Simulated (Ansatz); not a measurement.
Geometry optimisation, DFT PBEsol, scalar-relativistic, plane waves, PAW (Ansatz).

The input (input.yaml):

```yaml
crystal:
  lattice:
    - [8.7942, 0.0, 0.0]
    - [0.0, 8.7942, 0.0]
    - [0.0, 0.0, 8.7942]
  atoms:
    - { symbol: Mg, position: [0.5, 0.0, 0.0] }
    - { symbol: O, position: [0.75, 0.25, 0.25] }
    - { symbol: Mg, position: [0.75, 0.25, 0.0] }
    - { symbol: O, position: [0.0, 0.5, 0.25] }
    - { symbol: Mg, position: [0.75, 0.0, 0.25] }
    - { symbol: O, position: [0.0, 0.25, 0.5] }
    - { symbol: Mg, position: [0.0, 0.0, 0.0] }
    - { symbol: Mg, position: [0.25, 0.25, 0.0] }
    - { symbol: O, position: [0.25, 0.25, 0.25] }
    - { symbol: Mg, position: [0.5, 0.5, 0.0] }
    - { symbol: O, position: [0.75, 0.75, 0.25] }
    - { symbol: Mg, position: [0.75, 0.75, 0.0] }
    - { symbol: O, position: [0.0, 0.0, 0.25] }
    - { symbol: Mg, position: [0.25, 0.0, 0.25] }
    - { symbol: O, position: [0.5, 0.25, 0.5] }
    - { symbol: Mg, position: [0.5, 0.25, 0.25] }
    - { symbol: O, position: [0.75, 0.5, 0.5] }
    - { symbol: Mg, position: [0.75, 0.5, 0.25] }
    - { symbol: O, position: [0.0, 0.75, 0.5] }
    - { symbol: Mg, position: [0.5, 0.0, 0.5] }
    - { symbol: O, position: [0.75, 0.25, 0.75] }
    - { symbol: Mg, position: [0.75, 0.25, 0.5] }
    - { symbol: O, position: [0.0, 0.5, 0.75] }
    - { symbol: Mg, position: [0.75, 0.0, 0.75] }
    - { symbol: O, position: [0.0, 0.25, 0.0] }
    - { symbol: Mg, position: [0.0, 0.5, 0.0] }
    - { symbol: O, position: [0.25, 0.75, 0.25] }
    - { symbol: Mg, position: [0.25, 0.75, 0.0] }
    - { symbol: O, position: [0.5, 0.0, 0.25] }
    - { symbol: Mg, position: [0.0, 0.25, 0.25] }
    - { symbol: O, position: [0.25, 0.5, 0.5] }
    - { symbol: Mg, position: [0.25, 0.5, 0.25] }
    - { symbol: O, position: [0.5, 0.75, 0.5] }
    - { symbol: Mg, position: [0.5, 0.75, 0.25] }
    - { symbol: O, position: [0.75, 0.0, 0.5] }
    - { symbol: Mg, position: [0.0, 0.0, 0.5] }
    - { symbol: O, position: [0.25, 0.25, 0.75] }
    - { symbol: Mg, position: [0.25, 0.25, 0.5] }
    - { symbol: O, position: [0.5, 0.5, 0.75] }
    - { symbol: Mg, position: [0.5, 0.5, 0.5] }
    - { symbol: O, position: [0.75, 0.75, 0.75] }
    - { symbol: Mg, position: [0.75, 0.75, 0.5] }
    - { symbol: O, position: [0.0, 0.0, 0.75] }
    - { symbol: Mg, position: [0.25, 0.0, 0.75] }
    - { symbol: O, position: [0.5, 0.25, 0.0] }
    - { symbol: Mg, position: [0.5, 0.25, 0.75] }
    - { symbol: O, position: [0.75, 0.5, 0.0] }
    - { symbol: Mg, position: [0.75, 0.5, 0.75] }
    - { symbol: O, position: [0.0, 0.75, 0.0] }
    - { symbol: Mg, position: [0.0, 0.75, 0.25] }
    - { symbol: O, position: [0.25, 0.0, 0.5] }
    - { symbol: Mg, position: [0.0, 0.5, 0.5] }
    - { symbol: O, position: [0.25, 0.75, 0.75] }
    - { symbol: Mg, position: [0.25, 0.75, 0.5] }
    - { symbol: O, position: [0.5, 0.0, 0.75] }
    - { symbol: Mg, position: [0.0, 0.25, 0.75] }
    - { symbol: O, position: [0.25, 0.5, 0.0] }
    - { symbol: Mg, position: [0.25, 0.5, 0.75] }
    - { symbol: O, position: [0.5, 0.75, 0.0] }
    - { symbol: Mg, position: [0.5, 0.75, 0.75] }
    - { symbol: O, position: [0.75, 0.0, 0.0] }
    - { symbol: Mg, position: [0.0, 0.75, 0.75] }
    - { symbol: O, position: [0.25, 0.0, 0.0] }
basis:
  ecutwfc: 420.0
kpoints:
  mp_grid: { grid: [1, 1, 1] }
hamiltonian:
  xc: pbesol
  pseudopotentials: { kind: paw, azcp: { folder: soft_1 } }
scf:
  occupations: { method: gaussian, width: 0.02 }
  lower_state_search: "off"
relax:
  f_tol: 0.03
  max_steps: 60
  adjacent_minimum: "off"
```

Launched with:

```bash
$ ansatz run input.yaml --threads 4 --pin off --max-ram 10240MiB --backend cpu --events-out ev --progress --plain --runs-dir out
```

Task: Where does it end, and by what steps?

Result: The forces met the threshold. Limits of this set-up: coarse k mesh, PAW files made for another functional, no spin, though dangling bonds at a vacancy may carry it. After 3 steps the energy has fallen by 0.186 eV; Mg16 moved furthest, 0.09 Å.

```json
{"step": "0", "energy less start (eV)": "0.0000", "largest force component (eV/Å)": "0.727", "accepted": "yes"}
{"step": "1", "energy less start (eV)": "-0.1489", "largest force component (eV/Å)": "0.206", "accepted": "yes"}
{"step": "2", "energy less start (eV)": "-0.1815", "largest force component (eV/Å)": "0.054", "accepted": "yes"}
{"step": "3", "energy less start (eV)": "-0.1855", "largest force component (eV/Å)": "0.018", "accepted": "yes"}
```

```xyz
63
Lattice="8.7942 0.0000 0.0000 0.0000 8.7942 0.0000 0.0000 0.0000 8.7942" Properties=species:S:1:pos:R:3
Mg 4.397 0.000 -0.021
O 6.600 2.194 2.199
Mg 6.595 2.199 0.000
O 0.000 4.397 2.199
Mg 6.616 0.000 2.199
O 0.000 2.199 4.397
Mg 0.000 0.000 -0.005
Mg 2.199 2.199 0.000
O 2.194 2.194 2.199
Mg 4.397 4.397 -0.088
O 6.600 6.600 2.199
Mg 6.595 6.595 0.000
O 0.000 0.000 2.199
Mg 2.178 0.000 2.199
O 4.397 2.194 4.402
Mg 4.397 2.110 2.199
O 6.600 4.397 4.402
Mg 6.684 4.397 2.199
O 0.000 6.595 4.397
Mg 4.397 0.000 4.418
O 6.595 2.199 6.596
Mg 6.595 2.199 4.397
O 0.000 4.397 6.596
Mg 6.601 0.000 6.596
O 0.000 2.199 0.000
Mg 0.000 4.397 -0.021
O 2.194 6.600 2.199
Mg 2.199 6.595 0.000
O 4.397 0.000 2.199
Mg 0.000 2.178 2.199
O 2.194 4.397 4.402
Mg 2.110 4.397 2.199
O 4.397 6.600 4.402
Mg 4.397 6.684 2.199
O 6.595 0.000 4.397
Mg 0.000 0.000 4.402
O 2.199 2.199 6.596
Mg 2.199 2.199 4.397
O 4.397 4.397 6.596
Mg 4.397 4.397 4.485
O 6.595 6.595 6.596
Mg 6.595 6.595 4.397
O 0.000 0.000 6.596
Mg 2.193 0.000 6.596
O 4.397 2.194 -0.005
Mg 4.397 2.178 6.596
O 6.600 4.397 -0.005
Mg 6.616 4.397 6.596
O 0.000 6.595 0.000
Mg 0.000 6.616 2.199
O 2.199 0.000 4.397
Mg 0.000 4.397 4.418
O 2.199 6.595 6.596
Mg 2.199 6.595 4.397
O 4.397 0.000 6.596
Mg 0.000 2.193 6.596
O 2.194 4.397 -0.005
Mg 2.178 4.397 6.596
O 4.397 6.600 -0.005
Mg 4.397 6.616 6.596
O 6.595 0.000 0.000
Mg 0.000 6.601 6.596
O 2.199 0.000 0.000
```

Run time: 15 s on 4 threads of Arm Neoverse V1, with other jobs on the host, peak memory 0.86 GiB.
